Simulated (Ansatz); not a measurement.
# MgS5: the cost of one run

Method: DFT PBE, scalar-relativistic, plane waves, PAW, in Ansatz 0.2.0.

## Step 1: The starting structure

Symmetry: P-6m2, No. 187, hexagonal system. The conventional cell has a = 3.382 Å, b = 3.382 Å, c = 17.091 Å, α = 90.00°, β = 90.00°, γ = 120.00°. Around Mg (site symmetry -6m2) lie 6 Mg at 3.38 Å and 6 S at 3.43 Å. S (site symmetry 3m) has 9 S at 3.38 to 3.47 Å and 3 Mg at 3.43 Å in its first shell of neighbours. S (site symmetry 3m) has 12 S at 3.38 to 3.47 Å in its first shell of neighbours. Around S (site symmetry -6m2) lie 12 S at 3.38 to 3.46 Å.

As a file:

```cif
data_structure
_symmetry_space_group_name_H-M 'P 1'
_symmetry_Int_Tables_number 1
_cell_length_a 3.3822
_cell_length_b 3.3822
_cell_length_c 17.0912
_cell_angle_alpha 90.000
_cell_angle_beta 90.000
_cell_angle_gamma 120.000
_cell_volume 169.32
loop_
_atom_site_label
_atom_site_type_symbol
_atom_site_fract_x
_atom_site_fract_y
_atom_site_fract_z
_atom_site_occupancy
Mg1 Mg 0.00000 0.00000 0.00000 1
S1 S 0.66667 0.33333 0.83495 1
S2 S 0.00000 0.00000 0.66732 1
S3 S 0.66667 0.33333 0.50000 1
S4 S 0.00000 0.00000 0.33268 1
S5 S 0.66667 0.33333 0.16505 1
```

Recipe of the guess: species swapped into a database cell of Mg5Cd (P-6m2, No. 187), with S on the Mg sites and Mg on the Cd sites. The dimensions are guesses.

## Step 2: Probe: one point on a coarse mesh

input.yaml reads:

```yaml
crystal:
  lattice:
    - [3.38219741, 0.0, 0.0]
    - [-1.6910987, 2.92906888, 0.0]
    - [0.0, 0.0, 17.09122651]
  atoms:
    - { symbol: Mg, position: [0.0, 0.0, 0.0] }
    - { symbol: S, position: [0.66666667, 0.33333333, 0.834952] }
    - { symbol: S, position: [0.0, 0.0, 0.66732103] }
    - { symbol: S, position: [0.66666667, 0.33333333, 0.5] }
    - { symbol: S, position: [0.0, 0.0, 0.33267897] }
    - { symbol: S, position: [0.66666667, 0.33333333, 0.165048] }
basis:
  ecutwfc: 420
kpoints:
  mp_grid: { grid: [6, 6, 1] }
hamiltonian:
  xc: pbe
scf:
  occupations: { method: gaussian, width: 0.1 }
  lower_state_search: "off"
output:
  forces: true
  stress: true
  eigenvalues: true
```

Command:

```console
> ansatz run input.yaml --threads 1 --pin off --max-ram 2560MiB --backend cpu --events-out ev --progress --plain --runs-dir out
```

**Question.** How long does this run take on 1 thread of Arm Neoverse V1, shared host, and how much memory does it need?

About 2.3 s, with a peak of 0.32 GiB.
